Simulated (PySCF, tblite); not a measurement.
**C5H11FOSi: geometry, infrared bands and NMR shifts**

What infrared bands and NMR shifts should C5H11FOSi (`COC/C(C)=C\[SiH2]F`) show?

Programs: tblite 0.8.0 and PySCF 2.14.0, with density-fitted response routines of our own. Each step states its level of theory. These are calculated values for one molecule in the gas phase, unless marked as measured. Atoms count from 0, in the outputs and in this text.

## (1) The starting structure

19 atoms, charge 0, multiplicity 1; geometry from: force field or distance geometry start.

Bonds of the start (Å): C0–O1 1.40, O1–C2 1.32, C2–C3 1.47, C3–C4 1.50, C3–C5 1.33, C5–Si6 1.80, Si6–F7 1.71, C0–H8 1.09, C0–H9 1.12, C0–H10 1.13, C2–H11 1.12, C2–H12 1.13, C4–H13 1.12, C4–H14 1.13, C4–H15 1.09, C5–H16 1.11, Si6–H17 1.42, Si6–H18 1.49.

## (2) Optimising the geometry with GFN2-xTB

What the job is given:

```
{"job": {"kind": "relax", "xc": "GFN2-xTB", "basis": "xTB"}, "charge": 0, "multiplicity": 1}
C     -1.970100    -1.769600     0.609900
O     -0.708300    -1.193700     0.440700
C     -0.851100     0.087000     0.147900
C      0.299500     0.963600    -0.093300
C      0.007200     2.401500    -0.418600
C      1.566100     0.568100    -0.018500
Si     2.163700    -1.083800     0.366000
F      2.726100    -1.109200     1.985100
H     -1.918500    -2.828700     0.864600
H     -2.507000    -1.153300     1.379800
H     -2.523300    -1.583200    -0.362000
H     -1.524000     0.606300     0.880000
H     -1.452500     0.126200    -0.812100
H     -0.448900     2.426700    -1.441400
H     -0.838800     2.661800     0.285300
H      0.881200     3.029700    -0.277700
H      2.319000     1.363300    -0.216400
H      1.368300    -2.239800     0.143600
H      3.401500    -1.263500    -0.440300
```

The run is started by

```sh
$ OMP_NUM_THREADS=1 python probes_run.py task.json out
```

The driver reads the jobs from task.json and runs them one after another.

**Question.** This job is followed by: GFN2-xTB harmonic vibrations, gas phase; GIAO PBE0/pcSseg-1 NMR shielding, non-relativistic, gas phase. What will the session give for the following? strongest single infrared mode (GFN2-xTB); zero-point energy (GFN2-xTB); 13C shifts against TMS (PBE0/pcSseg-1); 1H shifts against TMS (PBE0/pcSseg-1, means over atoms taken as alike); 17O shifts against H2O (PBE0/pcSseg-1); 29Si shifts against TMS (PBE0/pcSseg-1); 19F shifts against CFCl3 (PBE0/pcSseg-1); surface potential, 1st and 99th percentile.

The runs gave:

```
                                                              quantity                               value
                             strongest single infrared mode (GFN2-xTB)               2220 cm⁻¹, 417 km/mol
                                          zero-point energy (GFN2-xTB)                       92.6 kcal/mol
                                13C shifts against TMS (PBE0/pcSseg-1)  164.4, 127.4, 79.2, 60.0, 25.8 ppm
1H shifts against TMS (PBE0/pcSseg-1, means over atoms taken as alike)    5.86, 5.19, 3.98, 3.63, 1.92 ppm
                                17O shifts against H2O (PBE0/pcSseg-1)                            32.7 ppm
                               29Si shifts against TMS (PBE0/pcSseg-1)                           -21.1 ppm
                              19F shifts against CFCl3 (PBE0/pcSseg-1)                          -226.5 ppm
                                 surface potential, 1st and 99th percentile                  -1.37 V and 0.95 V
```

In words: Over 176 steps the energy fell by 0.929 eV; of the close pairs, Si6–F7 changed most, 1.714 to 1.619 Å. All 51 modes are real, so the xTB geometry is a minimum. The strongest single mode, at 2220 cm⁻¹, moves mainly H18. Unscaled tight-binding wavenumbers are off by several per cent, some by more. Its intensities can rank the bands wrongly. The most deshielded hydrogen is H16 (hydrogen on an alkene CH), at 5.86 ppm: a vinylic proton, deshielded by the sp2 carbon and the C=C anisotropy. At PBE0/pcSseg-1: The largest span, 250 ppm, is at C3, where the paramagnetic term is -240 ppm. At PBE0/pcSseg-1, counted by nearest atom on the grid, the HOMO lies on C5 37 %; C3 26 %, the LUMO on C3 30 %; C5 22 %.
